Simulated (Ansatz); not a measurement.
# MnO2 (Fd-3m) in Ansatz: band structure with PBEsol

Aim: the band structure of MnO2 with PBEsol.

Program: Ansatz 0.2.0. These are calculated values, not measurements. Logs are shortened: lines on timing, memory, paths and dates and some standing lists are left out, and cuts for length are marked.

## Step 1: The structure

Symmetry: Fd-3m, No. 227, cubic system. The conventional cell has a = 8.040 Å, b = 8.040 Å, c = 8.040 Å, α = 90.00°, β = 90.00°, γ = 90.00°. Mn (site symmetry -3m) has 6 O at 1.90 Å as nearest neighbours. O (site symmetry 3m) has 3 Mn at 1.90 Å as nearest neighbours.

The cell is a database's computed one.

## Step 2: Band structure, PBEsol, collinear spin, ferromagnetic start

The input, input.yaml:

```yaml
crystal:
  lattice:
    - [0.0, 4.0199925062, 4.0199925062]
    - [4.0199925062, 0.0, 4.0199925062]
    - [4.0199925062, 4.0199925062, 0.0]
  atoms:
    - { symbol: Mn, position: [0.125, 0.125, 0.125], spin: 4.0 }
    - { symbol: Mn, position: [0.125, 0.125, 0.625], spin: 4.0 }
    - { symbol: Mn, position: [0.625, 0.125, 0.125], spin: 4.0 }
    - { symbol: Mn, position: [0.125, 0.625, 0.125], spin: 4.0 }
    - { symbol: O, position: [0.3609537633, 0.3609537633, 0.3609537633] }
    - { symbol: O, position: [0.3609537633, 0.3609537633, 0.91713871] }
    - { symbol: O, position: [0.91713871, 0.3609537633, 0.3609537633] }
    - { symbol: O, position: [0.3609537633, 0.91713871, 0.3609537633] }
    - { symbol: O, position: [0.8890462367, 0.8890462367, 0.33286129] }
    - { symbol: O, position: [0.8890462367, 0.8890462367, 0.8890462367] }
    - { symbol: O, position: [0.8890462367, 0.33286129, 0.8890462367] }
    - { symbol: O, position: [0.33286129, 0.8890462367, 0.8890462367] }
hamiltonian:
  xc: pbesol
  pseudopotentials: { kind: paw }
magnetization:
  spin_polarized: true
kpoints:
  mp_grid: { grid: [6, 6, 6] }
  band_path:
    path:
      - [[0.0, 0.0, 0.0], [0.5, 0.0, 0.5], [0.5, 0.25, 0.75], [0.375, 0.375, 0.75], [0.0, 0.0, 0.0], [0.5, 0.5, 0.5], [0.625, 0.25, 0.625], [0.5, 0.25, 0.75], [0.5, 0.5, 0.5], [0.375, 0.375, 0.75]]
      - [[0.625, 0.25, 0.625], [0.5, 0.0, 0.5]]
    npoints: 10
scf:
  occupations: { method: fermi_dirac, width: 0.05 }
  n_extra_bands: 30
output:
  forces: true
  stress: true
  eigenvalues: true
  fatbands: true
```

Potentials or basis: Ansatz PAW.

Started as:

```console
$ ansatz run input.yaml --threads 4 --pin off --max-ram 11264MiB --backend cpu --events-out ev --progress --plain --runs-dir out
```

The log of the run:

```text
Warning: RAYON_NUM_THREADS=4 ignored (pool sized by the plan → 4); use --threads N
scf.n_extra_bands = 30 over 54 filled bands (N_el = 108.0): the run solves 84 bands
Engine: ansatz 0.2.0, aarch64-unknown-linux-gnu
Pseudopotentials: kind: paw
Pseudopotential: Mn, paw, valence charge 15, recommended cutoff 420 eV (normal), Mn.paw.azcp
Pseudopotential: O, paw, valence charge 6, recommended cutoff 420 eV (normal), O.paw.azcp
Functional definition: PBEsol
  exchange = pbesol_x
  correlation = pbesol_c
Crystal: 12 atoms, lattice volume = 129.929 Å³
Basis set: ecut = 420 eV, 2637 PW (Γ), exchange–correlation on 80×80×80 points (8 copies of the dense FFT grid, shifted against one another)
Bands: 84, of which v1, the nominal top of the filled ones, is band 54 counted from 1 (53 counted from 0)
Symmetry: 48 space group operations
Space group: Fd-3m (ITA 227), of the structure as read, at distance tolerance 5.1e-5 Å
Magnetic group: BNS 227.128 (UNI 1630), of the structure as read, at distance tolerance 5.1e-5 Å
k-points: 16 of 216
Non-local potential: Mn, projectors of the file, l = 0: 3, l = 1: 2, l = 2: 3, l = 3: 1
Non-local potential: O, projectors of the file, l = 0: 2, l = 1: 2, l = 2: 1
PAW form: soft (Blöchl's): semilocal exchange-correlation on the pseudo side does not see the compensation charge
PAW frozen core: Mn, regenerated for the run's functional, and the local potential with it (the file was generated under x = pbe(κ = 0.804, μ = 0.2195149727645171), c = pbe(β = 0.06672455060314922))
PAW frozen core: O, regenerated for the run's functional, and the local potential with it (the file was generated under x = pbe(κ = 0.804, μ = 0.2195149727645171), c = pbe(β = 0.06672455060314922))
PAW one-centre angular grid: Mn, 590 points (default); XC on 64 Gauss nodes
PAW one-centre angular grid: O, 110 points (default); XC on 64 Gauss nodes
Initial density: superposition of atomic densities (chi_scale 0.1, normalization cell, long waves kept (reshape's long-wave potential 0.13 eV rms))
Starting moments: Σ|m| = 16 μB on 4 of 12 sites
Initial wavefunctions: pseudopotential atomic-orbital guess
Functional: x = pbesol(κ = 0.804, μ = 0.12345679012345678), c = pbesol(β = 0.046)
SCF iter   1: F=—  HF=-19961.127175 eV  |F-HF|=—  |Δ(HF+E_count)|=         —  Δρ=8.14e-2 (↑4.70e-2 ↓8.14e-2)  dr2=1.42e1  dr2_m=2.46e0  M=11.993 μB ∫|m|=12.386 μB  β_m=0.30  ethr=3.10e-3  ⟨swp⟩=6.0  Hψ=10905  notcnv=0  defer=39
Mixer restart at iter 1: flushing history
preconditioner: auto → Resta (q_TF=auto, 2.646 Å⁻¹)  ε∞=4.7  [insulator: Δε(μ)=0.288 eV  Ē_g=14.827 eV  σ=0.050 eV  W_gap=0.69  n_scr=50 (ndim 8)  ℏωp=28.4 eV  f_vac=0.089  D(μ)=0.13/eV (n_scr^D=0)  ε∞_Penn≈4.7]
spin=Collinear: Resta preconditioning applied to the charge; magnetization (m = ρ↑ − ρ↓) channel mixes plain (no charge-response kernel on spin).
SCF iter   2: F=—  HF=-19961.796514 eV  |F-HF|=—  |Δ(HF+E_count)|=   6.69e-1  Δρ=4.52e-2 (↑3.92e-2 ↓4.52e-2)  dr2=3.52e0  dr2_m=1.55e0  M=11.997 μB ∫|m|=12.294 μB  β_m=0.46  ethr=3.10e-3  ⟨swp⟩=3.5  Hψ=4929  notcnv=0  defer=566
SCF iter   3: F=—  HF=-19961.315043 eV  |F-HF|=—  |Δ(HF+E_count)|=   4.81e-1  Δρ=2.45e-2 (↑1.37e-2 ↓2.45e-2)  dr2=1.55e0  dr2_m=2.57e-1  M=11.996 μB ∫|m|=12.167 μB  β_m=0.52  ethr=3.10e-3  ⟨swp⟩=2.0  Hψ=3300  notcnv=0  defer=566
SCF iter   4: F=—  HF=-19961.218578 eV  |F-HF|=—  |Δ(HF+E_count)|=   9.65e-2  Δρ=5.59e-3 (↑5.59e-3 ↓3.54e-3)  dr2=7.66e-2  dr2_m=7.48e-3  M=11.996 μB ∫|m|=12.110 μB  β_m=0.76  ethr=1.44e-3  ⟨swp⟩=2.1  Hψ=3924  notcnv=0  defer=566
SCF iter   5: F=—  HF=-19961.255271 eV  |F-HF|=—  |Δ(HF+E_count)|=   3.67e-2  Δρ=2.11e-3 (↑1.32e-3 ↓2.11e-3)  dr2=1.23e-2  dr2_m=3.35e-4  M=11.997 μB ∫|m|=12.105 μB  β_m=0.77  ethr=7.09e-5  ⟨swp⟩=2.7  Hψ=4496  notcnv=0  defer=572
SCF iter   6: F=—  HF=-19961.260563 eV  |F-HF|=—  |Δ(HF+E_count)|=   5.29e-3  Δρ=6.64e-4 (↑6.64e-4 ↓4.55e-4)  dr2=7.53e-4  dr2_m=1.89e-4  M=11.997 μB ∫|m|=12.107 μB  β_m=0.88  ethr=1.14e-5  ⟨swp⟩=2.3  Hψ=4445  notcnv=0  defer=572
SCF iter   7: F=—  HF=-19961.261943 eV  |F-HF|=—  |Δ(HF+E_count)|=   1.38e-3  Δρ=2.63e-4 (↑2.17e-4 ↓2.63e-4)  dr2=3.44e-4  dr2_m=2.66e-6  M=11.997 μB ∫|m|=12.107 μB  β_m=0.89  ethr=6.98e-7  ⟨swp⟩=2.0  Hψ=3830  notcnv=0  defer=572
SCF iter   8: F=—  HF=-19961.262116 eV  |F-HF|=—  |Δ(HF+E_count)|=   1.73e-4  Δρ=8.18e-5 (↑8.18e-5 ↓6.25e-5)  dr2=2.76e-5  dr2_m=4.40e-7  M=11.997 μB ∫|m|=12.107 μB  β_m=0.94  ethr=3.19e-7  ⟨swp⟩=2.0  Hψ=3601  notcnv=0  defer=572
SCF iter   9: F=—  HF=-19961.262155 eV  |F-HF|=—  |Δ(HF+E_count)|=   3.81e-5  Δρ=2.09e-5 (↑1.17e-5 ↓2.09e-5)  dr2=1.23e-6  dr2_m=3.49e-8  M=11.997 μB ∫|m|=12.107 μB  β_m=0.97  ethr=2.56e-8  ⟨swp⟩=2.0  Hψ=3732  notcnv=0  defer=572
SCF iter  10: F=—  HF=-19961.262155 eV  |F-HF|=—  |Δ(HF+E_count)|=   4.16e-7  Δρ=7.04e-6 (↑7.04e-6 ↓6.66e-6)  dr2=1.97e-7  dr2_m=5.02e-10  M=11.997 μB ∫|m|=12.107 μB  β_m=0.99  ethr=1.14e-9  ⟨swp⟩=2.0  Hψ=3096  notcnv=0  defer=572
SCF iter  11: F=—  HF=-19961.262155 eV  |F-HF|=—  |Δ(HF+E_count)|=   2.02e-9  Δρ=3.50e-6 (↑3.09e-6 ↓3.50e-6)  dr2=5.36e-8  dr2_m=1.54e-10  M=11.997 μB ∫|m|=12.107 μB  β_m=0.90  ethr=1.83e-10  ⟨swp⟩=2.7  Hψ=4324  notcnv=0  defer=572
SCF iter  12: F=-19961.262155 eV  HF=-19961.262155 eV  |F-HF|=8.71e-9  |Δ(HF+E_count)|=   2.21e-9  Δρ=1.60e-6 (↑1.24e-6 ↓1.60e-6)  dr2=1.01e-8  dr2_m=6.18e-11  M=11.997 μB ∫|m|=12.107 μB  ethr=4.97e-11  ⟨swp⟩=9.8  Hψ=12982  notcnv=0
SCF 1 converged in 12 iterations: F = -19961.262155 eV  dr2 = 1.01e-8
NSCF: frozen V_eff on 102 k-points
SCF converged after 12 iterations
Magnetization: 11.9968 μB (59.9984 up, 48.0016 down)
Absolute magnetization: 12.1102 μB (∫|ρ↑−ρ↓|, with the PAW one-centre terms)
Spin contamination: 0.1427 ħ² per cell (⟨S²⟩ above its minimum at these occupations)
Per-site moments (μB) at R_I (Å): [(2.475654721640006, 0.7853074438365031), (2.475654721640002, 0.7853074438365031), (2.4756547216400016, 0.7853074438365031), (2.47565472164, 0.7853074438365031), (0.057165521494703664, 0.7853074438365031), (0.057165521494703525, 0.7853074438365031), (0.05716552149470359, 0.7853074438365031), (0.05716552149470357, 0.7853074438365031), (0.05716552149470368, 0.7853074438365031), (0.05716552149470364, 0.7853074438365032), (0.05716552149470356, 0.7853074438365031), (0.0571655214947038, 0.7853074438365031)]
Free energy (F): -19961.262155 eV
Harris-Foulkes:  -19961.262155 eV  (|F-HF|=8.71e-9)
Internal energy: -19961.261241 eV  (E = F + TS)
E sigma→0 (E₀):  -19961.261698 eV
Entropy (-TS):   -0.000914 eV (-0.076 meV/atom)
Fermi energy:    7.863029 eV
--- Per-component energies (eV) ---
  E_band       = -1450.284069
  E_kinetic    = 2592.450207
  E_local      = -14303.564771  (includes V_loc(G=0)·N_el)
  E_nonlocal   = 1341.919476
  E_hartree    = 5838.752093
  E_xc         = -1031.219231
  E_vxc        = -1324.113249  (∫ρ·V_xc dr)
  E_paw        = -6277.398902  (= ΣΔE_a)
  E_vpaw       = -1434.489864  (= ΣTr[D̂ρ^β])
  E_aug_tail   = 0.019176  (compensation charges beyond the density's cutoff)
  E_ewald      = -8123.180193
  E_core_change = 0.960904  (= ΣΔE_core)
  E_smearing   = -0.000914  (= −TS)
  E_closure    = 0.000000  (closes the sum)
  Σ components = -19961.262155   (vs F -19961.262155, Δ=0.00e0)
--- Forces (eV/Å), atoms counted from 1 ---
  atom   1  Mn     0.00000000    -0.00000000    -0.00000000
  atom   2  Mn     0.00000000    -0.00000000     0.00000000
  atom   3  Mn     0.00000000    -0.00000000     0.00000000
  atom   4  Mn     0.00000000    -0.00000000    -0.00000000
  atom   5  O     -0.08719392    -0.08719392    -0.08719392
  atom   6  O      0.08719392     0.08719392    -0.08719392
  atom   7  O     -0.08719392     0.08719392     0.08719392
  atom   8  O      0.08719392    -0.08719392     0.08719392
  atom   9  O     -0.08719392    -0.08719392     0.08719392
  atom  10  O      0.08719392     0.08719392     0.08719392
  atom  11  O     -0.08719392     0.08719392    -0.08719392
  atom  12  O      0.08719392    -0.08719392    -0.08719392
  max |Σ_I F_I| component: 6.94e-17 eV/Å
--- Stress (GPa, compression-positive) ---
       -2.160795       0.000000       0.000000
        0.000000      -2.160795      -0.000000
        0.000000      -0.000000      -2.160795
  P = ⅓ Tr σ = -2.1608 GPa (-21.608 kbar)
--- Band table (eV; the first three rows and the last of 32) ---
  k-point 0 ↑: bands = ["-73.4281", "-73.4079", "-73.4079", "-73.4079", "-42.4009", "-42.2991", "-42.2991", "-42.2991", "-42.2557", "-42.2557", "-42.1992", "-42.1992", "-42.1992", "-42.1900", "-42.1900", "-42.1900", "-11.7834", "-10.1942", "-10.1007", "-10.1007", "-10.1007", "-9.6410", "-9.6410", "-9.6410", "0.5569", "1.0733", "1.0733", "1.0733", "1.7645", "1.7645", "2.7295", "2.7295", "2.7295", "2.7300", "2.7300", "3.2107", "4.0470", "4.0470", "4.0470", "5.0755", "5.0755", "5.1812", "5.1812", "5.1812", "5.3679", "5.3679", "5.3679", "6.1574", "6.1574", "6.1574", "6.1947", "6.1947", "6.1947", "6.6568", "6.6568", "6.6568", "6.9038", "6.9038", "6.9038", "7.4159", "10.1850", "10.1850", "10.1850", "10.6123", "10.6123", "10.6123", "10.7337", "10.7337", "14.8640", "18.1584", "18.1584", "18.1584", "19.7910", "20.1167", "20.1167", "20.1167", "22.1583", "22.5282", "22.5282", "22.6579", "22.6579", "22.6579", "23.4399", "23.4399"]
  k-point 1 ↑: bands = ["-73.4271", "-73.4089", "-73.4079", "-73.4079", "-42.3925", "-42.2970", "-42.2952", "-42.2952", "-42.2543", "-42.2543", "-42.2035", "-42.2035", "-42.2007", "-42.1992", "-42.1911", "-42.1911", "-11.7089", "-10.3052", "-10.0821", "-10.0821", "-10.0562", "-9.6815", "-9.6624", "-9.6624", "0.6929", "1.1897", "1.1897", "1.2726", "1.7888", "1.7888", "2.5924", "2.5924", "2.6996", "2.7591", "2.7591", "3.0937", "4.0170", "4.1194", "4.1194", "4.5626", "4.5626", "4.8970", "5.1262", "5.1262", "5.4363", "5.6069", "5.6069", "5.9242", "6.1947", "6.2168", "6.2168", "6.3608", "6.3608", "6.6799", "6.7082", "6.7082", "6.9815", "6.9815", "7.0817", "7.4428", "10.1166", "10.1166", "10.1203", "10.4816", "10.4816", "10.5549", "10.6681", "10.6681", "15.2128", "18.1189", "18.4787", "18.4787", "19.7157", "20.2069", "20.2069", "20.6767", "22.2139", "22.4574", "22.4582", "22.4582", "22.8096", "22.8096", "23.3533", "23.3533"]
  k-point 2 ↑: bands = ["-73.4247", "-73.4113", "-73.4079", "-73.4079", "-42.3742", "-42.2879", "-42.2869", "-42.2869", "-42.2484", "-42.2484", "-42.2286", "-42.2169", "-42.2169", "-42.1992", "-42.1920", "-42.1920", "-11.5203", "-10.5271", "-10.0377", "-10.0377", "-10.0149", "-9.7529", "-9.7123", "-9.7123", "1.0271", "1.4711", "1.4711", "1.7936", "1.8542", "1.8542", "2.3544", "2.3544", "2.6426", "2.7446", "2.8446", "2.8446", "3.7119", "3.7119", "3.8749", "4.4349", "4.4718", "4.4718", "4.8988", "4.8988", "5.4528", "5.5716", "5.7479", "5.7479", "6.1946", "6.3852", "6.3852", "6.5503", "6.5503", "6.8614", "6.8614", "6.8892", "7.1451", "7.1451", "7.2037", "7.4901", "9.9733", "9.9733", "9.9957", "10.1365", "10.1365", "10.4370", "10.6137", "10.6137", "16.0748", "17.8005", "19.1904", "19.1904", "20.0609", "20.4674", "20.4674", "21.2548", "22.0155", "22.0155", "22.3192", "22.4532", "23.1665", "23.1665", "23.4199", "23.4199"]
  k-point 15 ↓: bands = ["-70.2703", "-70.2703", "-70.2588", "-70.2588", "-39.3625", "-39.3625", "-39.2620", "-39.2620", "-39.1386", "-39.1386", "-39.1201", "-39.1201", "-39.1004", "-39.1004", "-39.0844", "-39.0844", "-10.8403", "-10.8403", "-9.8418", "-9.8418", "-9.7057", "-9.7057", "-9.6505", "-9.6505", "2.4292", "2.4292", "2.6658", "2.6658", "2.8295", "2.8295", "2.9487", "2.9487", "3.3232", "3.3232", "3.7440", "3.7440", "3.9044", "3.9044", "4.3044", "4.3044", "4.9630", "4.9630", "5.6520", "5.6520", "6.0252", "6.0252", "6.2213", "6.2213", "9.1145", "9.1145", "9.2594", "9.2594", "9.4951", "9.4951", "9.7460", "9.7460", "9.9158", "9.9158", "10.0155", "10.0155", "11.1363", "11.1363", "11.4074", "11.4074", "11.5719", "11.5719", "11.7850", "11.7850", "18.4528", "18.4528", "19.1729", "19.1729", "20.9688", "20.9688", "22.1679", "22.1679", "22.9633", "22.9633", "23.1576", "23.1576", "23.5480", "23.5480", "24.1934", "24.1934"]
```

Run time: 51 s. Hardware: 4 threads of Arm Neoverse V1, shared host; peak memory 1.2 GiB.

What came out:

```yaml
Free_energy: -19961.2622 eV
Pressure: -2.2 GPa
Largest_force: 0.151 eV/Å
Band_gap_on_the_k_mesh: 0.39 eV, indirect (least direct gap 0.54 eV)
Band_gap_along_the_path: 0.37 eV, indirect (least direct gap 0.54 eV)
Net_moment: 12.00 μB per cell
Absolute_moment: 12.11 μB per cell
Site_moments: Mn +2.48; O +0.06 μB
```

Forces on the atoms (eV/Å):
```
Mn   0.000  0.000  0.000
Mn   0.000  0.000  0.000
Mn   0.000  0.000  0.000
Mn   0.000  0.000  0.000
O   -0.087 -0.087 -0.087
O    0.087  0.087 -0.087
O   -0.087  0.087  0.087
O    0.087 -0.087  0.087
O   -0.087 -0.087  0.087
O    0.087  0.087  0.087
O   -0.087  0.087 -0.087
O    0.087 -0.087 -0.087
```

Levels at the corners of the path, in eV from the valence-band top:
Spin up:
```tsv
point	band 56	band 57	band 58	band 59	band 60	band 61	band 62	band 63	band 64	band 65
Γ	-0.93	-0.68	-0.68	-0.68	-0.17	2.60	2.60	2.60	3.03	3.03
X	-0.21	-0.10	-0.10	-0.06	-0.06	1.83	1.83	2.26	2.26	2.55
W	-0.58	-0.09	-0.09	-0.07	-0.07	2.11	2.11	2.26	2.26	2.49
K	-0.27	-0.26	-0.21	-0.06	0.00	2.03	2.06	2.31	2.37	2.45
Γ	-0.93	-0.68	-0.68	-0.68	-0.17	2.60	2.60	2.60	3.03	3.03
L	-0.59	-0.37	-0.37	-0.36	-0.08	2.34	2.34	2.34	2.34	2.35
U	-0.27	-0.26	-0.21	-0.06	0.00	2.03	2.06	2.31	2.37	2.45
W	-0.58	-0.09	-0.09	-0.07	-0.07	2.11	2.11	2.26	2.26	2.49
L	-0.59	-0.37	-0.37	-0.36	-0.08	2.34	2.34	2.34	2.34	2.35
K	-0.27	-0.26	-0.21	-0.06	0.00	2.03	2.06	2.31	2.37	2.45
U	-0.27	-0.26	-0.21	-0.06	0.00	2.03	2.06	2.31	2.37	2.45
X	-0.21	-0.10	-0.10	-0.06	-0.06	1.83	1.83	2.26	2.26	2.55
```
Spin down:
| point | band 46 | band 47 | band 48 | band 49 | band 50 | band 51 |
| --- | --- | --- | --- | --- | --- | --- |
| Γ | -0.77 | -0.77 | -0.77 | 0.37 | 0.37 | 1.53 |
| X | -1.67 | -1.21 | -1.21 | 1.42 | 1.42 | 1.71 |
| W | -1.52 | -1.43 | -1.43 | 1.59 | 1.59 | 1.64 |
| K | -1.59 | -1.50 | -1.13 | 1.34 | 1.59 | 1.70 |
| Γ | -0.77 | -0.77 | -0.77 | 0.37 | 0.37 | 1.53 |
| L | -1.70 | -0.86 | -0.86 | 1.03 | 1.03 | 1.81 |
| U | -1.59 | -1.50 | -1.13 | 1.34 | 1.59 | 1.70 |
| W | -1.52 | -1.43 | -1.43 | 1.59 | 1.59 | 1.64 |
| L | -1.70 | -0.86 | -0.86 | 1.03 | 1.03 | 1.81 |
| K | -1.59 | -1.50 | -1.13 | 1.34 | 1.59 | 1.70 |
| U | -1.59 | -1.50 | -1.13 | 1.34 | 1.59 | 1.70 |
| X | -1.67 | -1.21 | -1.21 | 1.42 | 1.42 | 1.71 |

Caveat: the pressure holds a Pulay correction of +0.8 GPa for the finite cutoff; only a ferromagnetic start was run, and an antiferromagnetic order may lie lower in energy; the PAW data sets come from PBE, with cores solved anew for the run's functional, which leaves a small shift of forces and pressure. A hybrid or GW would open this gap; PBEsol tends to underestimate it.
